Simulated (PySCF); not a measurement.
# C9H10: the cost of one run

Programs: PySCF 2.14.0, with routines of our own; each step states its level. All values are computed. Atoms count from 0.

## (1) The starting structure

19 atoms, charge 0, multiplicity 1; geometry from: GFN2-xTB.

## (2) Magnetic properties: GIAO B97-2/pcSseg-1

What the job is given:

```
{"job": {"kind": "mag", "xc": "B97-2", "basis": "pcSseg-1", "isotopologues": 0}, "charge": 0, "multiplicity": 1}
C      3.541514    -0.495536    -0.040704
C      2.453224    -0.240277     0.676949
C      1.141690     0.053508     0.140182
C      0.038545     0.329221     0.868829
C     -1.131922     0.581802    -0.031474
C     -2.243317    -0.396970     0.214732
C     -3.468839    -0.058901     0.567601
C     -0.516227     0.415815    -1.390999
C      0.779105     0.112172    -1.272744
H      3.530569    -0.503220    -1.117269
H      4.489183    -0.706570     0.425156
H      2.509367    -0.240717     1.759082
H     -0.039823     0.357361     1.940376
H     -1.515761     1.598777     0.101958
H     -1.966011    -1.434651     0.087707
H     -3.759679     0.970879     0.699316
H     -4.234626    -0.796144     0.739530
H     -1.084774     0.524801    -2.296493
H      1.467978    -0.062100    -2.079198
```

With the program's defaults for keys left out, this is: GIAO B97-2/pcSseg-1 magnetisability, rotational g tensor and spin-rotation constants, non-relativistic, gas phase.

On the command line:

```console
$ OMP_NUM_THREADS=1 python excited_run.py task.json out
```

One launch serves the whole session: the jobs run in the order shown.

Q: Estimate the wall time and peak memory of this first job on 1 thread of Arm Neoverse V1, shared host.

About 43 s, with a peak of 0.98 GiB.
